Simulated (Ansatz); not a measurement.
# TiO2: the cost of one run

Computed with Ansatz 0.2.0 (DFT LDA, all-electron LAPW, scalar-relativistic unless said, unless a step's input says otherwise).

### Step 1. The structure to begin with

Symmetry: P4_2/mnm, No. 136, tetragonal system. The conventional cell has a = 4.548 Å, b = 4.548 Å, c = 2.917 Å, α = 90.00°, β = 90.00°, γ = 90.00°. Ti (site symmetry mmm) is surrounded by 6 O at 1.93 to 1.96 Å. O (site symmetry m2m) has 3 Ti at 1.93 to 1.96 Å in its first shell of neighbours.

Coordinates:

```cif
data_structure
_symmetry_space_group_name_H-M 'P 1'
_symmetry_Int_Tables_number 1
_cell_length_a 4.5482
_cell_length_b 4.5482
_cell_length_c 2.9171
_cell_angle_alpha 90.000
_cell_angle_beta 90.000
_cell_angle_gamma 90.000
_cell_volume 60.34
loop_
_atom_site_label
_atom_site_type_symbol
_atom_site_fract_x
_atom_site_fract_y
_atom_site_fract_z
_atom_site_occupancy
Ti1 Ti 0.00000 0.00000 0.00000 1
Ti2 Ti 0.50000 0.50000 0.50000 1
O1 O 0.30397 0.30397 0.00000 1
O2 O 0.19603 0.80397 0.50000 1
O3 O 0.69603 0.69603 0.00000 1
O4 O 0.80397 0.19603 0.50000 1
```

Cartesian axes are those of the input's lattice vectors. The structure goes back to a database entry.

### Step 2. Reference run, LAPW

File input.yaml:

```yaml
crystal:
  lattice:
    - [4.54816138447, 0.0, 0.0]
    - [0.0, 4.54816138447, 0.0]
    - [0.0, 0.0, 2.91712838047]
  atoms:
    - { symbol: Ti, position: [0.0, 0.0, 0.0] }
    - { symbol: Ti, position: [0.5, 0.5, 0.5] }
    - { symbol: O, position: [0.303966119604, 0.303966119604, 0.0] }
    - { symbol: O, position: [0.196033880396, 0.803966119604, 0.5] }
    - { symbol: O, position: [0.696033880396, 0.696033880396, 0.0] }
    - { symbol: O, position: [0.803966119604, 0.196033880396, 0.5] }
kpoints:
  mp_grid: { grid: [6, 6, 8] }
scf:
  occupations: { method: fixed }
hamiltonian:
  xc: lda
  pseudopotentials: { kind: all_electron, lapw: { basis_error: 0.001 } }
elastic:
  mode: relaxed_ion
  stencil: two_point
  amplitude: 0.008
```

On the command line:

```console
$ ansatz run input.yaml --threads 2 --pin off --max-ram 6144MiB --backend cpu --events-out ev --progress --plain --runs-dir out
```

What time and memory should one allow on 2 threads of AMD EPYC 9R45 (Zen 5), shared host?

About 9 min, with a peak of 1.3 GiB.
